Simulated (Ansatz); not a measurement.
From input file to script: FeSi₂, space group P4/mmm in Ansatz 0.2.0.

```yaml
crystal:
  lattice:
    - [2.684, 0.0, 0.0]
    - [0.0, 2.684, 0.0]
    - [0.0, 0.0, 5.128]
  atoms:
    - { symbol: Fe, position: [0.0, 0.0, 0.0], spin: 3.5 }
    - { symbol: Si, position: [0.5, 0.5, 0.27], spin: 0.0 }
    - { symbol: Si, position: [0.5, 0.5, 0.73], spin: 0.0 }
kpoints:
  mp_grid: { grid: [12, 12, 7], shift: [0.0, 0.0, 0.0] }
hamiltonian:
  xc: pbesol
magnetization:
  spin_polarized: true
scf:
  occupations: { method: fermi_dirac, width: 0.15 }
relax:
  f_tol: 0.005
  cell: { fix: [shape] }
```

The program run on that file:
```console
$ ansatz run input.yaml --threads 1 --pin off --max-ram 3072MiB --backend cpu --events-out ev --progress --plain --runs-dir out
Engine: ansatz 0.2.0, x86_64-unknown-linux-gnu
Pseudopotentials: kind: paw
Pseudopotential: Fe, paw, valence charge 16, recommended cutoff 420 eV (normal), Fe.paw.azcp
Pseudopotential: Si, paw, valence charge 4, recommended cutoff 420 eV (normal), Si.paw.azcp
Functional definition: PBEsol
  exchange = pbesol_x
  correlation = pbesol_c
Crystal: 3 atoms, lattice volume = 36.941 Å³
Basis set: ecut = 420 eV, 741 PW (Γ), exchange–correlation on 36×36×72 points (8 copies of the dense FFT grid, shifted against one another)
Bands: 18, of which v1, the nominal top of the filled ones, is band 12 counted from 1 (11 counted from 0)
Symmetry: 16 space group operations
Space group: P4/mmm (ITA 123), of the structure as read, at distance tolerance 3.3e-5 Å
Magnetic group: BNS 123.339 (UNI 999), of the structure as read, at distance tolerance 3.3e-5 Å
k-points: 112 of 1008
Non-local potential: Fe, projectors of the file, l = 0: 3, l = 1: 2, l = 2: 3, l = 3: 1
Non-local potential: Si, projectors of the file, l = 0: 2, l = 1: 2, l = 2: 2
PAW form: soft (Blöchl's): semilocal exchange-correlation on the pseudo side does not see the compensation charge
PAW frozen core: Fe, regenerated for the run's functional, and the local potential with it (the file was generated under x = pbe(κ = 0.804, μ = 0.2195149727645171), c = pbe(β = 0.06672455060314922))
PAW frozen core: Si, regenerated for the run's functional, and the local potential with it (the file was generated under x = pbe(κ = 0.804, μ = 0.2195149727645171), c = pbe(β = 0.06672455060314922))
PAW one-centre angular grid: Fe, 590 points (default); XC on 64 Gauss nodes
PAW one-centre angular grid: Si, 110 points (default); XC on 64 Gauss nodes
Initial density: superposition of atomic densities (chi_scale 0.1, normalization cell)
Starting moments: Σ|m| = 3.5 μB on 1 of 3 sites
Initial wavefunctions: pseudopotential atomic-orbital guess
Functional: x = pbesol(κ = 0.804, μ = 0.12345679012345678), c = pbesol(β = 0.046)
SCF iter   1: F=—  HF=-5690.522009 eV  |F-HF|=—  |Δ(HF+E_count)|=         —  Δρ=9.55e-2 (↑9.55e-2 ↓4.15e-2)  dr2=2.02e0  dr2_m=1.22e0  M=1.899 μB ∫|m|=2.621 μB  β_m=0.30  ethr=3.10e-3  ⟨swp⟩=5.2  Hψ=19674  notcnv=0
Mixer restart at iter 1: flushing history
preconditioner: auto → none  [metal: Δε(μ)=0.015 eV  Ē_g=9.496 eV  σ=0.150 eV  W_gap=0.02  n_scr=8 (ndim 8)  ℏωp=24.4 eV  f_vac=0.000  D(μ)=1.59/eV (n_scr^D=16)  sad-step TF]
SCF iter   2: F=—  HF=-5690.338396 eV  |F-HF|=—  |Δ(HF+E_count)|=   1.84e-1  Δρ=5.59e-2 (↑5.36e-2 ↓5.59e-2)  dr2=1.09e0  dr2_m=9.07e-1  M=1.719 μB ∫|m|=2.441 μB  β_m=0.52  ethr=3.10e-3  ⟨swp⟩=2.2  Hψ=8265  notcnv=0  defer=5
SCF iter   3: F=—  HF=-5691.972895 eV  |F-HF|=—  |Δ(HF+E_count)|=    1.63e0  Δρ=5.11e-2 (↑5.11e-2 ↓3.41e-2)  dr2=3.88e-1  dr2_m=5.88e-1  M=1.534 μB ∫|m|=2.173 μB  β_m=0.64  ethr=3.10e-3  ⟨swp⟩=3.2  Hψ=8065  notcnv=0  defer=5
SCF iter   4: F=—  HF=-5692.915181 eV  |F-HF|=—  |Δ(HF+E_count)|=   9.42e-1  Δρ=4.35e-2 (↑4.35e-2 ↓2.88e-2)  dr2=4.11e-1  dr2_m=4.10e-1  M=1.139 μB ∫|m|=1.645 μB  β_m=0.42  ethr=1.62e-3  ⟨swp⟩=3.1  Hψ=9152  notcnv=0  defer=16
SCF iter   5: F=—  HF=-5693.131418 eV  |F-HF|=—  |Δ(HF+E_count)|=   2.16e-1  Δρ=3.25e-2 (↑3.25e-2 ↓2.30e-2)  dr2=6.99e-2  dr2_m=2.49e-1  M=0.644 μB ∫|m|=1.078 μB  β_m=0.33  ethr=1.62e-3  ⟨swp⟩=2.9  Hψ=7486  notcnv=0  defer=16
SCF iter   6: F=—  HF=-5693.268459 eV  |F-HF|=—  |Δ(HF+E_count)|=         —  Δρ=2.73e-2 (↑2.73e-2 ↓7.59e-3)  dr2=2.50e-1  dr2_m=9.62e-2  M=0.112 μB ∫|m|=0.265 μB  β_m=0.85  ethr=2.91e-4  ⟨swp⟩=2.1  Hψ=7661  notcnv=0  defer=22
Mixer restart at iter 6: flushing history
SCF iter   7: F=—  HF=-5693.784507 eV  |F-HF|=—  |Δ(HF+E_count)|=   5.16e-1  Δρ=4.78e-2 (↑3.91e-2 ↓4.78e-2)  dr2=3.01e0  dr2_m=6.93e-3  M=0.131 μB ∫|m|=0.202 μB  β_m=0.36  ethr=2.91e-4  ⟨swp⟩=3.6  Hψ=10962  notcnv=0  defer=31  recentre
SCF iter   8: F=—  HF=-5693.337517 eV  |F-HF|=—  |Δ(HF+E_count)|=   4.47e-1  Δρ=2.40e-2 (↑2.40e-2 ↓3.45e-3)  dr2=2.19e-1  dr2_m=5.71e-2  M=0.089 μB ∫|m|=0.200 μB  β_m=0.13  ethr=2.91e-4  ⟨swp⟩=3.0  Hψ=10672  notcnv=0  defer=26
SCF iter   9: F=—  HF=-5693.375740 eV  |F-HF|=—  |Δ(HF+E_count)|=   3.82e-2  Δρ=1.09e-2 (↑9.90e-3 ↓1.09e-2)  dr2=2.36e-3  dr2_m=3.56e-2  M=0.086 μB ∫|m|=0.178 μB  β_m=0.23  ethr=2.91e-4  ⟨swp⟩=2.3  Hψ=8231  notcnv=0  defer=18
SCF iter  10: F=—  HF=-5693.397060 eV  |F-HF|=—  |Δ(HF+E_count)|=   2.13e-2  Δρ=4.89e-3 (↑3.47e-3 ↓4.89e-3)  dr2=1.33e-3  dr2_m=5.87e-3  M=0.032 μB ∫|m|=0.056 μB  β_m=0.45  ethr=9.82e-6  ⟨swp⟩=2.8  Hψ=7864  notcnv=0  defer=23
SCF iter  11: F=—  HF=-5693.392957 eV  |F-HF|=—  |Δ(HF+E_count)|=   4.10e-3  Δρ=1.24e-3 (↑1.24e-3 ↓7.66e-4)  dr2=7.73e-4  dr2_m=1.84e-4  M=-0.008 μB ∫|m|=0.024 μB  β_m=0.64  ethr=5.55e-6  ⟨swp⟩=2.3  Hψ=7416  notcnv=0  defer=23
SCF iter  12: F=—  HF=-5693.396490 eV  |F-HF|=—  |Δ(HF+E_count)|=   3.53e-3  Δρ=6.02e-4 (↑6.02e-4 ↓1.72e-4)  dr2=2.81e-4  dr2_m=1.78e-5  M=-0.002 μB ∫|m|=0.005 μB  β_m=0.70  ethr=3.22e-6  ⟨swp⟩=2.3  Hψ=6418  notcnv=0  defer=23
SCF iter  13: F=—  HF=-5693.396677 eV  |F-HF|=—  |Δ(HF+E_count)|=   1.87e-4  Δρ=1.59e-4 (↑1.59e-4 ↓9.83e-5)  dr2=2.48e-5  dr2_m=3.65e-7  M=-0.000 μB ∫|m|=0.001 μB  β_m=0.78  ethr=1.17e-6  ⟨swp⟩=2.1  Hψ=5181  notcnv=0  defer=22
SCF iter  14: F=—  HF=-5693.396678 eV  |F-HF|=—  |Δ(HF+E_count)|=   5.59e-7  Δρ=7.23e-6 (↑7.23e-6 ↓5.55e-6)  dr2=2.59e-8  dr2_m=2.53e-9  M=0.000 μB ∫|m|=0.000 μB  β_m=0.78  ethr=1.03e-7  ⟨swp⟩=2.2  Hψ=5349  notcnv=0  defer=22
[... 76 lines left out ...]
Free energy (F): -5693.400037 eV
Harris-Foulkes:  -5693.400037 eV  (|F-HF|=6.37e-12)
Internal energy: -5693.318635 eV  (E = F + TS)
E sigma→0 (E₀):  -5693.359336 eV
Entropy (-TS):   -0.081402 eV (-27.134 meV/atom)
Fermi energy:    14.348091 eV
--- Per-component energies (eV) ---
  E_band       = -221.069186
  E_kinetic    = 448.746893
  E_local      = -3508.809348  (includes V_loc(G=0)·N_el)
  E_nonlocal   = 264.272884
  E_hartree    = 1564.058707
  E_xc         = -232.928970
  E_vxc        = -253.685242  (∫ρ·V_xc dr)
  E_paw        = -2330.913261  (= ΣΔE_a)
  E_vpaw       = -299.712473  (= ΣTr[D̂ρ^β])
  E_aug_tail   = 0.000919  (compensation charges beyond the density's cutoff)
  E_ewald      = -1897.988783
  E_core_change = 0.242323  (= ΣΔE_core)
  E_smearing   = -0.081402  (= −TS)
  E_closure    = 0.000000  (closes the sum)
  Σ components = -5693.400037   (vs F -5693.400037, Δ=0.00e0)
--- Forces (eV/Å), atoms counted from 1 ---
  atom   1  Fe     0.00000000     0.00000000     0.00000000
  atom   2  Si    -0.00000000     0.00000000    -0.00082092
  atom   3  Si    -0.00000000     0.00000000     0.00082092
  max |Σ_I F_I| component: 6.94e-18 eV/Å
--- Stress (GPa, compression-positive) ---
        0.291344      -0.000000       0.000000
       -0.000000       0.291344      -0.000000
        0.000000      -0.000000      -0.624065
  P = ⅓ Tr σ = -0.0138 GPa (-0.138 kbar)
--- Relaxed structure (4 steps of the walk, 4 accepted, 1 SCFs on fresh bases) ---
  F+E_penalty+E_count = -5693.40003744 eV   max|allowed force component| = 8.209e-4 eV/Å   (the final SCF, on the basis selected at the relaxed cell)
  cell:  # Å, volume = 36.6338 Å³
    - [2.676529907561537, 0.0, 0.0]
    - [0.0, 2.676529907561537, 0.0]
    - [0.0, 0.0, 5.113727781660045]
  atoms:
    - { symbol: Fe, position: [-4.029265285978034e-37, 5.518341587317743e-37, 0.0] }
    - { symbol: Si, position: [0.5, 0.5, 0.27173734498666124] }
    - { symbol: Si, position: [0.5, 0.5, 0.728262655013339] }
```

`run_vcrelax.py`:
```python
import ansatz
from ase import Atoms
from ase.neighborlist import neighbor_list
import numpy as np
from pymatgen.core import Structure
from pymatgen.symmetry.analyzer import SpacegroupAnalyzer

def edges_and_angles(cell):
    cell = np.asarray(cell)
    a, b, c = np.linalg.norm(cell, axis=1)
    cosines = cell[1] @ cell[2] / (b * c), cell[0] @ cell[2] / (a * c), cell[0] @ cell[1] / (a * b)
    return (a, b, c, *np.degrees(np.arccos(cosines)))


def main() -> None:
    atoms = Atoms(
        ['Fe', 'Si', 'Si'],
        scaled_positions=[
            (0.0, 0.0, 0.0),
            (0.5, 0.5, 0.27),
            (0.5, 0.5, 0.73),
        ],
        cell=[
            (2.684, 0.0, 0.0),
            (0.0, 2.684, 0.0),
            (0.0, 0.0, 5.128),
        ],
        pbc=True,
    )
    atoms.set_initial_magnetic_moments([3.5, 0.0, 0.0])
    structure = ansatz.Crystal.from_ase(atoms)

    calculation = (
        structure.calculation()
        .functional('pbesol')
        .kpoints(12, 12, 7, center='gamma')
        .occupations('Fermi-Dirac', width=0.15)
        .spin(ansatz.SpinTreatment.COLLINEAR)
        .relax(force_tolerance=0.005, fix_cell=['shape'])
    )
    steps = []


    def collect(event):
        if event['event'] == 'relax_step':
            steps.append(event['data'])


    result = calculation.session().plan().execute(on_event=collect)
    data = result.report
    for s in steps:
        flag = '' if s['accepted'] else '  (rejected)'
        print('step %2d  E = %.5f eV  largest force component = %.4f eV/A%s' % (s['step'], s['lagrangian_ev'], s['allowed_force_max_ev_ang'], flag))

    first, last = steps[0], steps[-1]
    symbols = [site.symbol for site in result.lattice.sites]
    print(f'energy gained {first["lagrangian_ev"] - last["lagrangian_ev"]:.4f} eV in {len(steps) - 1} steps')
    for label, vectors in (('before', first['cell_ang']), ('after', result.lattice.cell_ang)):
        print(label, 'a b c (A) {:.4f} {:.4f} {:.4f}  angles {:.2f} {:.2f} {:.2f}'.format(*edges_and_angles(vectors)), f' V = {abs(np.linalg.det(vectors)):.3f} A^3')
    print('final stress xx yy zz (GPa, compression positive):', np.round(np.diag(data['stress_gpa']), 3) + 0.0)

    change = np.array(last['positions_ang']) @ np.linalg.inv(last['cell_ang']) - np.array(first['positions_ang']) @ np.linalg.inv(first['cell_ang'])
    moved = np.linalg.norm(change @ np.array(last['cell_ang']), axis=1)
    print('displacement within the cell, strain taken out (A):', ' '.join(f'{s}:{d:.3f}' for s, d in zip(symbols, moved)))

    final = Atoms(symbols, positions=last['positions_ang'], cell=result.lattice.cell_ang, pbc=True)
    i, j, d = neighbor_list('ijd', final, 4.5)
    print('neighbours within 1.15 times the shortest distance of each atom (A)')
    for atom in range(len(final)):
        near = [m for m in np.argsort(d) if i[m] == atom]
        shell = [m for m in near if d[m] < 1.15 * d[near[0]]]
        print(f'{symbols[atom]}{atom} ({len(shell)}):', ', '.join(f'{symbols[j[m]]} {d[m]:.3f}' for m in shell))

    for key in ('converged', 'n_iterations', 'n_electrons', 'n_kpoints', 'n_pw', 'n_symmetry_ops', 'free_energy_ev', 'fermi_energy_ev'):
        print(f'{key:18s} {data[key]}')

    print('site moments (muB):', [round(m, 2) for m in data['site_moments_mub']])
    print('electrons up, down:', [round(n, 3) for n in data['spin_occupation_sums']])

    final = Structure(result.lattice.cell_ang, [s.symbol for s in result.lattice.sites], [s.position_frac for s in result.lattice.sites])
    analyser = SpacegroupAnalyzer(final, symprec=0.01)
    standard = analyser.get_conventional_standard_structure()
    print(analyser.get_crystal_system(), analyser.get_space_group_symbol(), len(standard), 'atoms in the conventional cell')
    print('a b c (A):', [round(x, 4) for x in standard.lattice.abc], ' angles:', [round(x, 2) for x in standard.lattice.angles])
    print(f'mass density {float(final.density):.3f} g/cm^3')


if __name__ == '__main__':
    main()
```

Running `python run_vcrelax.py` prints:
```text
DeckWarning: basis.ecutwfc = 420 eV, auto-derived from the records' recommended cutoffs: set by Fe (normal level)
RunWarning: the starting moments were not kept: the SCF closed with an absolute magnetisation of 1.8e-7 μB, where they sum to 3.5 μB in size (1 site). That is at most 0.1 of that sum. Measured as [...]
step  1  E = -5693.39668 eV  largest force component = 0.2300 eV/A
step  2  E = -5693.40000 eV  largest force component = 0.0368 eV/A
step  3  E = -5693.40015 eV  largest force component = 0.0052 eV/A
step  4  E = -5693.40015 eV  largest force component = 0.0009 eV/A
step  5  E = -5693.40004 eV  largest force component = 0.0008 eV/A
energy gained 0.0034 eV in 4 steps
before a b c (A) 2.6840 2.6840 5.1280  angles 90.00 90.00 90.00  V = 36.941 A^3
after a b c (A) 2.6765 2.6765 5.1137  angles 90.00 90.00 90.00  V = 36.634 A^3
final stress xx yy zz (GPa, compression positive): [ 0.291  0.291 -0.624]
displacement within the cell, strain taken out (A): Fe:0.000 Si:0.009 Si:0.009
neighbours within 1.15 times the shortest distance of each atom (A)
Fe0 (12): Si 2.348, Si 2.348, Si 2.348, Si 2.348, Si 2.348, Si 2.348, Si 2.348, Si 2.348, Fe 2.677, Fe 2.677, Fe 2.677, Fe 2.677
Si1 (9): Si 2.335, Fe 2.348, Fe 2.348, Fe 2.348, Fe 2.348, Si 2.677, Si 2.677, Si 2.677, Si 2.677
Si2 (9): Si 2.335, Fe 2.348, Fe 2.348, Fe 2.348, Fe 2.348, Si 2.677, Si 2.677, Si 2.677, Si 2.677
converged          True
n_iterations       9
n_electrons        24.0
n_kpoints          112
n_pw               741
n_symmetry_ops     16
free_energy_ev     -5693.400037435108
fermi_energy_ev    14.348091198853886
site moments (muB): [0.0, -0.0, -0.0]
electrons up, down: [12.0, 12.0]
tetragonal P4/mmm 3 atoms in the conventional cell
a b c (A): [2.6765, 2.6765, 5.1137]  angles: [90.0, 90.0, 90.0]
mass density 5.077 g/cm^3
```
(Warnings from the package without file and line, shortened, repeats left out.)

Notes:
- Absolute energies stand on the zero of these potentials, so only differences at equal settings mean something. A total without «per atom» is that of the whole cell that was run.
- The SCF didn't keep the moments it started from (some shrank, vanished or turned); what is printed is the state reached.
- The zero of the levels is a convention of the potentials, so an absolute Fermi energy is no work function.
- Energies along a relaxation are free energies. Rows at an unchanged volume are solved on a plane-wave basis chosen afresh for that cell, so the energy can jump there; the script counts such rows among its steps.
- A Fermi-Dirac width this large means warm electrons, whose thermal share enters the free energy.
- The starting cell is as deposited in a crystallographic database; the results hold for this polymorph, which needn't be the stable one.
- The whole script took 64 s on 1 thread of AMD EPYC 7R43 64-Core Processor (Zen 3), with other jobs on the host, peak memory 0.56 GiB.

(Lines on the test bed's own set-up are left out of the output.)
